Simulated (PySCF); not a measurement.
# NEVPT2(3,3)/STO-3G run of BHBr (SMILES [BH]Br)

Aim: the energy change on altering one bond length of BHBr at NEVPT2(3,3)/STO-3G, from 2 runs. 

Program for the calculation: PySCF 2.14.0.

14 further runs of the same task are left out: 4 that didn't finish, 10 set aside as unsound or not needed.

## 1. The molecule

The species is BHBr (3 atoms), meant as a doublet with charge 0. SMILES: `[BH]Br`. Geometry: relaxed at PBE0-D4/def2-TZVP.

Bond lengths: B1–Br2 1.868 Å, B1–H3 1.193 Å. Angles: Br2–B1–H3 123.6°.

## 2. The energy at NEVPT2(3,3)/STO-3G

Contents of calc.py:

```python
import numpy
from pyscf import gto, scf, mp, mcscf, mrpt

mol = gto.M(
    atom=[
    ('B', (-0.094500, -0.523000, -0.115700)),
    ('Br', (1.181000, 0.563200, 0.709800)),
    ('H', (-1.097400, -0.105000, -0.607300)),
],
    charge=0,
    spin=1,
    max_memory=1860,
    verbose=3,
    basis='sto-3g',
)

calc0 = scf.ROHF(mol)
calc0.conv_tol = 1e-10
calc0.kernel()
if not calc0.converged:
    calc0 = calc0.newton().run(calc0.mo_coeff, calc0.mo_occ)

pt = mp.MP2(scf.addons.convert_to_uhf(calc0)).run()
noons, natorbs = mcscf.addons.make_natural_orbitals(pt)
print('natural occupations', numpy.round(noons[:40], 4))
cas = mcscf.CASSCF(calc0, 3, 3)
cas.fix_spin_(ss=0.75)
cas.natorb = True
cas.kernel(natorbs)
e_pt2 = mrpt.NEVPT(cas).kernel()
e_final = cas.e_tot + e_pt2
print('Final energy', e_final)
```

The run is started by

```console
$ OMP_NUM_THREADS=1 python calc.py
```

Standard output:

```text
converged SCF energy = -2569.56118654157
E(UMP2) = -2569.59501959114  E_corr = -0.0338330495705945
E(SCS-UMP2) = -2569.59748801599  E_corr = -0.036301474422399
natural occupations [2.     2.     2.     2.     2.     2.     2.     2.     2.     2.
 2.     2.     2.     2.     2.     1.9995 1.9975 1.9921 1.9893 1.9873
 1.0012 0.0132 0.011  0.009 ]
CASSCF energy = -2569.57067859901
CASCI E = -2569.57067859901  E(CI) = -2.52572245513693  S^2 = 0.7500000
Sr    (-1)',   E = -0.00028989026754
Si    (+1)',   E = -0.00159508251963
Sijrs (0)  ,   E = -0.01131076947113
Sijr  (+1) ,   E = -0.00171246804239
Srsi  (-1) ,   E = -0.00166868458682
Srs   (-2) ,   E = -0.00049888838851
Sij   (+2) ,   E = -0.00099918326227
Sir   (0)' ,   E = -0.00913655550132
Nevpt2 Energy = -0.027211522039618
Final energy -2569.5978901210533
```

It took 1.5 s on 1 thread of Arm Neoverse N1, shared host; peak memory 0.12 GiB.

## 3. The distorted shape at the same level

Contents of run.py:

```python
import numpy
from pyscf import gto, scf, mp, mcscf, mrpt

molecule = gto.M(
    atom='''
B     -4.517243    -4.683078    -3.026612
Br     2.231767     1.064294     1.341328
H     -6.412449    -3.893172    -3.955601
''',
    verbose=4,
    max_memory=1860,
    unit='bohr',
    spin=1,
    basis='sto-3g',
)

calc0 = scf.ROHF(molecule)
calc0.conv_tol = 1e-10
calc0.kernel()
if not calc0.converged:
    calc0 = calc0.newton().run(calc0.mo_coeff, calc0.mo_occ)

pt = mp.MP2(scf.addons.convert_to_uhf(calc0)).run()
noons, natorbs = mcscf.addons.make_natural_orbitals(pt)
print('natural occupations', numpy.round(noons[:40], 4))
cas = mcscf.CASSCF(calc0, 3, 3)
cas.fix_spin_(ss=0.75)
cas.natorb = True
cas.kernel(natorbs)
e_pt2 = mrpt.NEVPT(cas).kernel()
e_final = cas.e_tot + e_pt2
print('E(%s) = %.9f' % ('NEVPT2', e_final))
```

The run is started by

```console
$ OMP_NUM_THREADS=1 python run.py
```

Standard output:

```text
PySCF version 2.14.0

[INPUT] num. atoms = 3
[INPUT] num. electrons = 41
[INPUT] charge = 0
[INPUT] spin (= nelec alpha-beta = 2S) = 1
[INPUT] symmetry False subgroup None
[INPUT] Mole.unit = bohr
[INPUT] Symbol           X                Y                Z      unit          X                Y                Z       unit  Magmom
[INPUT]  1 B     -2.390422051788  -2.478178154561  -1.601614096697 AA   -4.517243000000  -4.683078000000  -3.026612000000 Bohr   0.0
[INPUT]  2 Br     1.181000236483   0.563200130519   0.709800209969 AA    2.231767000000   1.064294000000   1.341328000000 Bohr   0.0
[INPUT]  3 H     -3.393321876987  -2.060177900592  -2.093213904692 AA   -6.412449000000  -3.893172000000  -3.955601000000 Bohr   0.0

nuclear repulsion = 23.0284431473177
number of shells = 12
number of NR pGTOs = 72
number of NR cGTOs = 24
basis = sto-3g
ecp = {}

******** <class 'pyscf.scf.rohf.ROHF'> ********
method = ROHF
initial guess = minao
damping factor = 0
level_shift factor = 0
DIIS = <class 'pyscf.scf.diis.CDIIS'>
diis_start_cycle = 1
diis_space = 8
diis_damp = 0
SCF conv_tol = 1e-10
SCF conv_tol_grad = None
SCF max_cycles = 50
direct_scf = True
direct_scf_tol = 1e-13
num. doubly occ = 20  num. singly occ = 1
Set gradient conv threshold to 1e-05
init E= -2565.12715474832
  HOMO = -0.138691765764562  LUMO = 0.116912362264878  gap/eV = 6.95534
cycle= 1 E= -2569.11841552822  delta_E= -3.99  |g|= 0.134  |ddm|= 1.18
  HOMO = 0.00310743404566793  LUMO = 0.00532327033912549  gap/eV = 0.06030
[... 49 lines left out ...]
converged SCF energy = -2569.38938077658
[... 33 lines left out ...]
sorting_mo_energy = False
[... 26 lines left out ...]
1-step CASSCF converged in   6 macro ( 48 JK  13 micro) steps
[... 1 line left out ...]
Natural occ [1.90549514 1.         0.09450486]
Natural orbital (expansion on meta-Lowdin AOs) in CAS space
               #1        #2        #3
0 B 1s           0.00638   0.00001  -0.00000
0 B 2s          -0.88546  -0.00046   0.00012
0 B 2px         -0.39046  -0.00018  -0.24709
[... 20 lines of this table left out ...]
2 H 1s          -0.01984   0.00017   0.00017
<CAS-nat-orb|mo-hf>  20     17      -0.43443191
<CAS-nat-orb|mo-hf>  20     20      -0.90060119
<CAS-nat-orb|mo-hf>  21     21      -0.99997087
<CAS-nat-orb|mo-hf>  22     22      -0.99953715
CASSCF energy = -2569.41106519987
CASCI E = -2569.41106519987  E(CI) = -1.86158783510564  S^2 = 0.7500000

******** <class 'pyscf.mrpt.nevpt2.NEVPT'> ********
NEVPT2 (2e+1e, 3o), ncore = 19, nvir = 2
root = 0
Natural occ [1.90549514 1.         0.09450486]
Natural orbital (expansion on meta-Lowdin AOs) in CAS space
               #1        #2        #3
0 B 1s           0.00638   0.00001  -0.00000
0 B 2s          -0.88546  -0.00046   0.00012
0 B 2px         -0.39046  -0.00018  -0.24709
[... 20 lines of this table left out ...]
2 H 1s          -0.01984   0.00017   0.00017
<CAS-nat-orb|mo-hf>  20     17      -0.43443191
<CAS-nat-orb|mo-hf>  20     20      -0.90060119
<CAS-nat-orb|mo-hf>  21     21      -0.99997087
<CAS-nat-orb|mo-hf>  22     22      -0.99953715
Sr    (-1)',   E = -0.00000000072583
Si    (+1)',   E = -0.00000222083362
Sijrs (0)  ,   E = -0.00996276118363
Sijr  (+1) ,   E = -0.00000716521268
Srsi  (-1) ,   E = -0.00122880637083
Srs   (-2) ,   E = -0.00483469490145
Sij   (+2) ,   E = -0.00026561346849
Sir   (0)' ,   E = -0.00000925029910
Nevpt2 Energy = -0.016310512995628
E(NEVPT2) = -2569.427375713
```

Run time: 1.7 s. Hardware: 1 thread of Arm Neoverse N1, shared host; peak memory 0.12 GiB.

## 4. Summary of results

Level: NEVPT2(3,3)/STO-3G.

| quantity | value |
| --- | --- |
| first shape: total energy | -2569.59789 Eh |
| first shape: dipole moment (Hartree–Fock density) | 0.94 D |
| distorted shape: total energy | -2569.42738 Eh |
| distorted shape: dipole moment (Hartree–Fock density) | 1.02 D |
| energy change with the B1–Br2 bond stretched from 1.868 to 5.229 Å | 4.640 eV |

With the B1–Br2 bond stretched from 1.868 to 5.229 Å the energy rises by 4.64 eV (448 kJ/mol). The first shape isn't relaxed at this level, so the change isn't measured from a minimum. The minimal basis adds a large error of its own.
